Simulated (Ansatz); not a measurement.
**C₂H₈AlN: how energies converge with the basis set**

How large a basis does C₂H₈AlN need? Two functionals are run in growing sets.

Program: Ansatz 0.2.0, Gaussian basis. Level of theory: one geometry, several basis sets. These are calculated values, not measurements.

Levels to be run: PBE0-D4/def2-SVP; ωB97M-V/def2-SVP; PBE0-D4/def2-QZVPP; ωB97M-V/def2-QZVPP; the functionals' def2-TZVPP values are taken from earlier runs.

## (1) The relaxed structure

An earlier PBE0-D4 in a triple-zeta def2 set relaxation fixed the geometry.

SMILES `CC[NH][AlH2]`, 12 atoms, charge 0, spin multiplicity 1.

Atoms are counted from 1 here; the program's logs count them from 0.

Bond lengths: C1–C2 1.519 Å, C1–H5 1.093 Å, C1–H6 1.093 Å, C1–H7 1.094 Å, C2–N3 1.449 Å, C2–H8 1.099 Å, C2–H9 1.095 Å, N3–Al4 1.768 Å, N3–H10 1.011 Å, Al4–H11 1.584 Å, Al4–H12 1.584 Å. Angles: C2–C1–H5 111.1°, C2–C1–H6 110.7°, C2–C1–H7 110.8°, H5–C1–H6 108.5°, H5–C1–H7 107.8°, H6–C1–H7 107.8°, C1–C2–N3 113.2°, C1–C2–H8 109.2°, C1–C2–H9 109.4°, N3–C2–H8 110.6°, N3–C2–H9 108.2°, H8–C2–H9 106.0°, C2–N3–Al4 128.5°, C2–N3–H10 111.7°, Al4–N3–H10 119.8°, N3–Al4–H11 117.7°, N3–Al4–H12 117.4°, H11–Al4–H12 124.9°.

Coordinates:

```
C    -0.0121    1.7087   -0.1608
C    -0.6384    0.4032    0.2981
N     0.3300   -0.6551    0.5004
Al    0.4691   -2.1981   -0.3514
H    -0.7715    2.4837   -0.2952
H     0.5151    1.5720   -1.1080
H     0.7107    2.0735    0.5749
H    -1.2130    0.5825    1.2172
H    -1.3632    0.0647   -0.4497
H     1.0009   -0.4151    1.2174
H     1.6486   -3.1674    0.0706
H    -0.5995   -2.5080   -1.4795
```

## (2) PBE0-D4 in def2-SVP

in.yaml reads:

```yaml
crystal:
  periodic: [false, false, false]
  atoms:
    - {symbol: C, position_ang: [-0.012109, 1.708684, -0.160785]}
    - {symbol: C, position_ang: [-0.638360, 0.403250, 0.298086]}
    - {symbol: N, position_ang: [0.330026, -0.655095, 0.500403]}
    - {symbol: Al, position_ang: [0.469141, -2.198089, -0.351412]}
    - {symbol: H, position_ang: [-0.771530, 2.483749, -0.295236]}
    - {symbol: H, position_ang: [0.515070, 1.572000, -1.108003]}
    - {symbol: H, position_ang: [0.710740, 2.073480, 0.574854]}
    - {symbol: H, position_ang: [-1.212961, 0.582477, 1.217170]}
    - {symbol: H, position_ang: [-1.363165, 0.064726, -0.449662]}
    - {symbol: H, position_ang: [1.000880, -0.415067, 1.217355]}
    - {symbol: H, position_ang: [1.648630, -3.167432, 0.070624]}
    - {symbol: H, position_ang: [-0.599462, -2.507983, -1.479493]}
basis:
  gaussian: {orbitals: def2-SVP}
hamiltonian: {xc: pbe0, dispersion: d4}
output: {orbitals: {seedname: orbitals}}
```

Launch:

```bash
> ansatz run in.yaml --threads 2 --pin off --events-out ev --progress --plain --max-ram 4352MiB
```

The runs that follow: ωB97M-V in def2-SVP; PBE0-D4 in def2-QZVPP; ωB97M-V in def2-QZVPP.

Before running them: what should the planned runs give, taken together? Wanted: PBE0-D4: double and triple zeta above quadruple; ωB97M-V: double and triple zeta above quadruple.

**Answer**, as computed:

| quantity | value |
| --- | --- |
| PBE0-D4: double and triple zeta above quadruple | 6.87, 0.43 eV |
| ωB97M-V: double and triple zeta above quadruple | 7.09, 0.42 eV |

For PBE0-D4 the step from double to triple zeta gains 6.44 eV and the next only 0.43 eV. Total energies overstate the basis error of differences, where much of it tends to cancel. The LUMO of ωB97M-V is positive and keeps falling with the basis (1.20 to 0.57 eV): an unbound level that the basis holds in place.
